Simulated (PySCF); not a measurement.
# CeCl3H3N (Ce(Cl)3(NH3)-): the cost of one run

Computed with PySCF 2.14.0. Level: several levels, as the steps say, no spin–orbit coupling.

1 further run of the same task is left out (for a known fault of the program).

**1. The system as given**

8 atoms, charge -1, spin multiplicity 1.

Bond lengths: Ce1–Cl2 2.816 Å, Ce1–Cl3 2.816 Å, Ce1–Cl4 2.816 Å, Ce1–N5 2.787 Å, N5–H6 1.019 Å, N5–H7 1.019 Å, N5–H8 1.019 Å. Angles: Cl2–Ce1–Cl3 120.0°, Cl2–Ce1–Cl4 120.0°, Cl2–Ce1–N5 90.4°, Cl3–Ce1–Cl4 120.0°, Cl3–Ce1–N5 90.4°, Cl4–Ce1–N5 90.4°, Ce1–N5–H6 111.3°, Ce1–N5–H7 111.3°, Ce1–N5–H8 111.3°, H6–N5–H7 107.6°, H6–N5–H8 107.6°, H7–N5–H8 107.6°.

Geometry (Å):

```xyz
8
CeCl3H3N
Ce    0.0880   -0.0880    0.0880
Cl    1.2484    2.2003    1.2484
Cl   -2.2003   -1.2484    1.2484
Cl    1.2484   -1.2484   -2.2003
N    -1.5209    1.5209   -1.5209
H    -2.1223    2.1223   -0.9598
H    -0.9598    2.1223   -2.1223
H    -2.1223    0.9598   -2.1223
```

Formal oxidation states: Ce +2. Each metal's 2 4f electrons lie in its core potential, so multiplicities, spins and levels count the valence alone. For divalent La, Ce, Gd or Lu the extra electron is normally 5d or 6s, so this core forces an excited configuration. An earlier session relaxed this geometry at PBE0, Ce lcecp-0-SVP with ECP48, Cl def2-SVP, N def2-SVP, H def2-SVP (singlet, point group C3v).

At PBE0 on the finer grid: E = -1463.183407 Eh, frontier levels not given, since the 4f levels lie in the core, Mulliken charge on Ce1 +0.45 e, largest force component 0.005 eV/Å. 

Levels to run: BLYP; revPBE; PBE0, TZVP. Hardware: 2 threads of Arm Neoverse V2, shared host.

**2. BLYP**

The input, run.py (the lines that set the calculation):

```python
mol = gto.M(atom='''
Ce     0.08798    -0.08798     0.08798
Cl     1.24836     2.20027     1.24836
Cl    -2.20027    -1.24836     1.24836
Cl     1.24836    -1.24836    -2.20027
N     -1.52088     1.52088    -1.52088
H     -2.12229     2.12229    -0.95983
H     -0.95983     2.12229    -2.12229
H     -2.12229     0.95983    -2.12229''',
    basis={'Ce': 'lcecp-0-SVP', 'Cl': 'def2-SVP', 'N': 'def2-SVP', 'H': 'def2-SVP'},
    ecp={'Ce': 'lcecp-0-SVP'},
    charge=-1, spin=0)
mf = dft.RKS(mol, xc='BLYP')
mf.grids.atom_grid = (75, 302)  # f atoms: unpruned, at least (60, 302)
mf = mf.density_fit()  # fitting sets: Ce AutoAux, Cl def2-universal-JKFIT, N def2-universal-JKFIT, H def2-universal-JKFIT
mf.conv_tol = 1e-08; mf.max_cycle = 55
mf.kernel(dm0)  # dm0: the density of the relaxed state
```

Launch:

```
$ OMP_NUM_THREADS=2 python run.py
```

**Question.** How long does this run take on 2 threads of Arm Neoverse V2, shared host?

About 6.9 s.
